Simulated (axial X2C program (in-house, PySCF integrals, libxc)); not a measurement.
# GeCO⁺: bond lengths and stretches, held linear

How do method and spin–orbit coupling move the bonds and stretches of GeCO⁺, held linear?

Computed with an in-house X2C program for linear molecules on PySCF integrals. Level: all-electron X2C, two-component (2c) or spin-free, Ge dyall-v3z, C dyall-v3z, O dyall-av3z.

All values are calculated.

2 further runs of the same task are left out: 2 set aside as unsound or not needed.

## 1. The job

Input file task.json:

```json
{
 "zs": [
  32,
  6,
  8
 ],
 "q": 1,
 "bas": [
  "dyall-v3z",
  "dyall-v3z",
  "dyall-av3z"
 ],
 "r0": [
  1.91,
  1.13
 ],
 "symm": 0,
 "scan": [
  "PBE0",
  "HF",
  "r2SCAN"
 ],
 "levels": [
  "PBE0",
  "HF",
  "LDA"
 ],
 "nst": 2
}
```

Keys: zs atomic numbers; q charge; bas basis sets; r0 starting distance in Å; symm equal bonds; scan levels of the two-bond scan (MP2 follows by itself at each HF point); levels methods; nst determinants followed.

Run with:

```sh
python solin.py task.json out
```

Masses Ge 73.921, C 12.000, O 15.995 u.

## 2. Scan at PBE0, 2c

State: Ω = 1/2 (beyond evenly filled blocks: ω = 1/2). Energies above the lowest point, from the job's result record:

```tsv
r(Ge–C) (Å)	r(C–O) (Å)	E (meV)
2.1167	1.0901	59.29
2.1167	1.1180	6.58
2.1167	1.1460	54.39
2.1710	1.0901	48.56
2.1710	1.1180	0.00
2.1710	1.1460	52.20
2.1710	1.1739	186.47
2.2253	1.0901	51.40
2.2253	1.1180	6.25
2.2253	1.1460	62.10
2.2795	1.1180	22.04
2.2795	1.1739	222.08
```

A quadratic surface with cubic terms in each bond gives the minimum at 2.170 and 1.117 Å, force constants 0.692, 20.8 and coupling 0.38 mdyn/Å.

## 3. Scan at r2SCAN, 2c

State: Ω = 1/2 (beyond evenly filled blocks: ω = 1/2). Energies above the lowest point, from the job's result record:

```tsv
r(Ge–C) (Å)	r(C–O) (Å)	E (meV)
2.1167	1.0901	74.86
2.1167	1.1180	0.00
2.1167	1.1460	24.46
2.1710	1.0901	75.84
2.1710	1.1180	5.25
2.1710	1.1460	34.10
2.1710	1.1739	143.96
2.2253	1.0901	90.52
2.2253	1.1180	23.66
2.2253	1.1460	56.39
2.2795	1.1180	51.65
2.2795	1.1739	205.00
```

A quadratic surface with cubic terms in each bond gives the minimum at 2.122 and 1.124 Å, force constants 0.889, 19.6 and coupling 0.41 mdyn/Å.

## 4. Scan at PBE0, spin-free

State: M_S = 1/2, Λ = 1 (beyond evenly filled blocks: π+α). Energies above the lowest point, from the job's result record:

```tsv
r(Ge–C) (Å)	r(C–O) (Å)	E (meV)
2.1167	1.0901	57.85
2.1167	1.1180	4.44
2.1167	1.1460	51.48
2.1710	1.0901	49.14
2.1710	1.1180	0.00
2.1710	1.1460	51.55
2.1710	1.1739	185.11
2.2253	1.0901	53.92
2.2253	1.1180	8.30
2.2253	1.1460	63.63
2.2795	1.1180	26.04
2.2795	1.1739	225.18
```

A quadratic surface with cubic terms in each bond gives the minimum at 2.161 and 1.117 Å, force constants 0.719, 20.7 and coupling 0.40 mdyn/Å.

## 5. The levels side by side

| level | r(Ge–C) (Å) | r(C–O) (Å) | lower stretch (cm⁻¹) | upper stretch (cm⁻¹) |
| --- | --- | --- | --- | --- |
| PBE0, 2c | 2.170 | 1.117 | 240.6 | 2257.0 |
| r2SCAN, 2c | 2.122 | 1.124 | 272.5 | 2190.8 |
| PBE0, spin-free | 2.161 | 1.117 | 245.2 | 2253.4 |
| HF, spin-free | 2.166 | 1.090 | 257.5 | 2498.6 |
| r2SCAN, spin-free | 2.115 | 1.125 | 276.0 | 2187.2 |
| MP2, spin-free | 2.232 | 1.131 | 214.1 | 2193.9 |

Scans not shown above were run alike.

What this shows: Over the levels the Ge–C bond spans 2.115 to 2.232 Å and the C–O bond 1.090 to 1.131 Å. At PBE0 going from spin-free to two-component moves the bonds by +0.009 and -0.000 Å. A spread of over 0.1 Å marks a weak, flat bond or a change of state between levels. Each state is one determinant, the lowest of a limited PBE0 search; the stretches come from a fit to few points and are good to some per cent at best. The lower stretch spreads by more than a fifth over the levels, so it depends strongly on the method. MP2 freezes inner shells (threshold -2 hartree). The molecule was held linear; bending was not examined, so a bent shape may lie lower. Note: functional without a current term on a determinant with orbital currents, of the molecule or an atom.
